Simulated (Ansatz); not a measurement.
Sr2SO:

```
Sr S O
1.0
     4.04324    0.00000    0.00000
     0.00000    4.04324    0.00000
     0.00000    0.00000    5.71800
Sr S O
2 1 1
Direct
  0.50000 0.50000 0.50000
  0.00000 0.00000 0.00000
  0.00000 0.00000 0.50000
  0.50000 0.50000 0.00000
```

The cell comes from a database or a generator and needn't be the stable form of this composition.

Base run:

```yaml
Program: Ansatz 0.2.0
Functional: HSE06 form with a typed share of exact exchange
Potentials_or_basis: Ansatz PAW
Cutoff: "420 eV (not typed: the program's choice for these potentials)"
k_mesh: 4 × 4 × 3
Occupations: fermi-dirac, width 0.05 eV
Spin: no spin polarisation
```

Its results: band gap on the k mesh 4.71 eV, direct; pressure -2.1 GPa.

Task: After a change of settings the same cell gave: band gap on the k mesh 2.68 eV, direct; pressure -0.6 GPa. Which change was it?
A. share of exact exchange from 0.5 to 0.1
B. functional from HSE06 form with a typed share of exact exchange to HSE06; share of exact exchange from 0.5 to 0.25
C. share of exact exchange from 0.5 to 0.15
D. share of exact exchange from 0.5 to 0

Result: A.

Caveats: odd divisions of the mesh miss points on the zone boundary, where band edges often lie, so the gap on the mesh can be too wide; the PAW data sets come from PBE, with cores solved anew for the run's functional, which leaves a small shift of forces and pressure; the thresholds are loose for stress.
